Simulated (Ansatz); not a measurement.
# Ba16B: the cost of one run

All numbers below are computed with Ansatz 0.2.0 (DFT PBE+D3(BJ), plane waves, PAW, scalar-relativistic, no spin polarisation).

### Step 1. The structure to begin with

The cell holds 17 atoms (BBa16): a = 10.040 Å, b = 10.040 Å, c = 10.040 Å, α = 90.00°, β = 90.00°, γ = 90.00°.

Its coordinates follow in the input file.

### Step 2. Relaxing the start

input.yaml reads:

```yaml
accuracy: low
crystal:
  lattice:
    - [10.04, 0.0, 0.0]
    - [0.0, 10.04, 0.0]
    - [0.0, 0.0, 10.04]
  atoms:
    - { symbol: Ba, position: [0.0, 0.0, 0.0] }
    - { symbol: Ba, position: [0.5, 0.0, 0.0] }
    - { symbol: Ba, position: [0.0, 0.5, 0.0] }
    - { symbol: Ba, position: [0.0, 0.0, 0.5] }
    - { symbol: Ba, position: [0.25, 0.25, 0.25] }
    - { symbol: Ba, position: [0.5, 0.5, 0.0] }
    - { symbol: Ba, position: [0.5, 0.0, 0.5] }
    - { symbol: Ba, position: [0.75, 0.25, 0.25] }
    - { symbol: Ba, position: [0.0, 0.5, 0.5] }
    - { symbol: Ba, position: [0.25, 0.75, 0.25] }
    - { symbol: Ba, position: [0.25, 0.25, 0.75] }
    - { symbol: Ba, position: [0.5, 0.5, 0.5] }
    - { symbol: Ba, position: [0.75, 0.75, 0.25] }
    - { symbol: Ba, position: [0.75, 0.25, 0.75] }
    - { symbol: Ba, position: [0.25, 0.75, 0.75] }
    - { symbol: Ba, position: [0.75, 0.75, 0.75] }
    - { symbol: B, position: [0.260162, -0.0005742, 0.6244095] }
basis:
  ecutwfc: 420.0
kpoints:
  mp_grid: { grid: [1, 1, 1] }
hamiltonian:
  xc: pbe
  dispersion: d3bj
scf:
  occupations: { method: fermi_dirac, width: 0.15 }
  lower_state_search: "off"
relax:
  f_tol: 0.08
  max_steps: 25
  adjacent_minimum: "off"
```

Started as:

```
ansatz run input.yaml --threads 2 --pin off --max-ram 5120MiB --backend cpu --events-out ev --progress --plain --runs-dir out
```

**Question.** How long does this run take on 2 threads of Intel Xeon Platinum 8488C (Sapphire Rapids), shared host, and how much memory does it need?

About 8.8 s, with a peak of 0.84 GiB.
